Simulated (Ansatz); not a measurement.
**One shape, several levels: AlCl2F (SMILES [F][Al]([Cl])[Cl])**

Aim: a comparison of 6 runs (UHF/STO-3G, B2PLYP/STO-3G, BHLYP/STO-3G, PBE/STO-3G, PBE0/STO-3G, MP2/STO-3G) of AlCl2F. 

The results are computed with Ansatz 0.2.0.

61 further runs of the same task are left out: 5 that didn't finish, 56 set aside as unsound or not needed.

### 1 The structure to begin with

The species is AlCl2F (4 atoms), meant as a singlet with charge 0. As SMILES, `[F][Al]([Cl])[Cl]`. The Al2–F1 distance was set to 2.449 Å, away from the relaxed value.

Bond lengths: Al2–Cl3 2.065 Å, Al2–Cl4 2.065 Å. Angles: Cl3–Al2–Cl4 121.5°.

### 2 The energy at UHF/STO-3G (run 1)

File job.yaml:

```yaml
basis:
  gaussian:
    orbitals: STO-3G
crystal:
  periodic: [false, false, false]
  atoms:
    - symbol: F
      position_ang: [0.128729, 0.571562, 2.476711]
    - symbol: Al
      position_ang: [0.004800, 0.021530, 0.093600]
    - symbol: Cl
      position_ang: [1.223040, -1.463690, -0.663450]
    - symbol: Cl
      position_ang: [-1.315270, 1.053930, -1.112510]
total_charge: 0
magnetization:
  spin_polarized: true
  initial_magnetization: 0
hamiltonian:
  xc: hf
accuracy: high
```

Run with:

```console
ansatz run job.yaml --threads 1 --pin off --max-ram 3480MiB --events-out events.jsonl --progress --plain --runs-dir runs
```

Standard output:

```text
Warning: RAYON_NUM_THREADS=1 ignored (pool sized by the plan → 1); use --threads N
Functional definition: HF
  name "HF"
  exchange = exact_x
  correlation = 0
580 factors; integrals over basis functions are off by at most 2.6e-8 eV
mean field evaluation 1: about -33904.9248 eV, gradient 2.0e1 eV
mean field evaluation 2: about -33904.9369 eV, gradient 2.0e1 eV
mean field evaluation 4: about -33911.6765 eV, gradient 2.0e0 eV
mean field evaluation 8: about -33911.7344 eV, gradient 4.3e-2 eV
mean field evaluation 16: about -33911.7345 eV, gradient 8.0e-5 eV
mean field evaluation 32: about -33913.8180 eV, gradient 1.7e-4 eV
mean field evaluation 64: about -33913.2328 eV, gradient 8.2e-1 eV
mean field evaluation 96: about -33907.1834 eV, gradient 2.3e1 eV
mean field -33913.81803788 eV, -1246.3098252807 hartree, gradient 1.9e-8 eV, S^2 0.841462; 5 other end points of the search recorded, 0 dependent functions left out
reference -33913.81803788 eV, -1246.3098252807 hartree; 28, 28 occupied and 4, 4 virtual orbitals, 580 factors
Total energy: -33913.81803788 eV, -1246.3098252807 hartree
```

Wall time 0.9 s (1 thread of Arm Neoverse V1, shared host); peak memory 0.094 GiB.

### 3 A single-point energy at B2PLYP/STO-3G (run 2)

File input.yaml:

```yaml
crystal:
  periodic: [false, false, false]
  atoms:
    - symbol: F
      position_ang: [0.128729, 0.571562, 2.476711]
    - symbol: Al
      position_ang: [0.004800, 0.021530, 0.093600]
    - symbol: Cl
      position_ang: [1.223040, -1.463690, -0.663450]
    - symbol: Cl
      position_ang: [-1.315270, 1.053930, -1.112510]
basis:
  gaussian:
    orbitals: STO-3G
hamiltonian:
  xc: {name: B2PLYP}
correlation:
  frozen_orbitals: {Al: 5, Cl: 5, F: 1}
accuracy: high
```

Run with:

```console
ansatz run input.yaml --threads 1 --pin off --max-ram 3480MiB --events-out events.jsonl --progress --plain --runs-dir runs
```

Standard output (excerpt; [...] marks lines left out):

```text
Warning: RAYON_NUM_THREADS=1 ignored (pool sized by the plan → 1); use --threads N
Functional definition: B2PLYP
  name "B2PLYP"
[...]
580 factors; integrals over basis functions are off by at most 2.6e-8 eV
[...]
mean field -33952.33863064 eV, -1247.7254309543 hartree, gradient 4.8e-8 eV, S^2 0.000000; 0 other end points of the search recorded, 0 dependent functions left out; unrestricted orbitals would lower it
16 core orbitals not correlated: weight in the atoms' cores, before any rotation towards them, 0.999 or more for the frozen orbitals, at most 0.000 for the correlated occupied ones
reference -33952.33864860 eV, -1247.7254316144 hartree; 12, 12 occupied and 4, 4 virtual orbitals, 580 factors
second order -3.41791162 eV of doubles, -0.00000000 eV of singles
Total energy: -33953.26148474 eV, -1247.7593452170 hartree
```

Run time: 2.8 s. Hardware: 1 thread of Arm Neoverse V1, shared host; peak memory 0.13 GiB.

Runs 3 to 5 aren't shown in full; the table further down has their settings and results.

### 4 A single-point energy at MP2/STO-3G (run 6)

File input.yaml:

```yaml
crystal:
  periodic: [false, false, false]
  atoms:
    - {symbol: F, position_ang: [0.128729, 0.571562, 2.476711]}
    - {symbol: Al, position_ang: [0.004800, 0.021530, 0.093600]}
    - {symbol: Cl, position_ang: [1.223040, -1.463690, -0.663450]}
    - {symbol: Cl, position_ang: [-1.315270, 1.053930, -1.112510]}
basis:
  gaussian:
    orbitals: STO-3G
correlation:
  method: mp2
  frozen_orbitals: {Al: 5, Cl: 5, F: 1}
accuracy: high
```

Run with:

```console
ansatz run input.yaml --threads 1 --pin off --max-ram 3480MiB --events-out events.jsonl --progress --plain --runs-dir runs
```

Standard output (excerpt; [...] marks lines left out):

```text
Warning: RAYON_NUM_THREADS=1 ignored (pool sized by the plan → 1); use --threads N
Functional definition: HF
  name "HF"
[...]
580 factors; integrals over basis functions are off by at most 2.6e-8 eV
[...]
mean field -33911.73446763 eV, -1246.2332554862 hartree, gradient 8.6e-9 eV, S^2 0.000000; 0 other end points of the search recorded, 0 dependent functions left out; unrestricted orbitals would lower it
[...]
unrestricted determinant -33913.81803788 eV, -1246.3098252807 hartree, S^2 0.8415
16 core orbitals not correlated: weight in the atoms' cores, before any rotation towards them, 0.999 or more for the frozen orbitals, at most 0.000 for the correlated occupied ones
reference -33911.73446763 eV, -1246.2332554862 hartree; 12, 12 occupied and 4, 4 virtual orbitals, 580 factors
second order -2.23261453 eV of doubles, -0.00000000 eV of singles
Total energy: -33913.96708216 eV, -1246.3153025569 hartree
```

Wall time 0.48 s (1 thread of Arm Neoverse V1, shared host); peak memory 0.089 GiB.

### 5 Overview of the runs

| run | level | frozen core orbitals | energy (Eh) | wall time |
| --- | --- | --- | --- | --- |
| 1 | UHF/STO-3G | – | -1246.309825 | 0.9 s |
| 2 | B2PLYP/STO-3G | 16 | -1247.759345 | 2.8 s |
| 3 | BHLYP/STO-3G | – | -1248.327045 | 1.8 s |
| 4 | PBE/STO-3G | – | -1247.679162 | 1.8 s |
| 5 | PBE0/STO-3G | – | -1247.863304 | 1.8 s |
| 6 | MP2/STO-3G | 16 | -1246.315303 | 0.48 s |

### 6 What came out

```
                                           quantity           value
                                run 6: total energy  -1246.31530 Eh
run 6: correlation energy (16 core orbitals frozen)       -82.0 mEh
```

**Reading.** Totals of different functionals can't be ranked against each other. In runs 2, 6 the log says that unrestricted orbitals would lower the reference, so the values rest on an unstable closed-shell determinant (other closed-shell runs at this shape may share the fault). In runs 1, 2, 3, 4, 5, 6 the basis is minimal, so the values are rough. Spin contamination of the reference: run 1 ⟨S²⟩ = 0.84. Where it is this large, the reference is a mixture of spin states, and values that rest on it are in doubt. All runs together took 9.5 s, the longest 2.8 s.
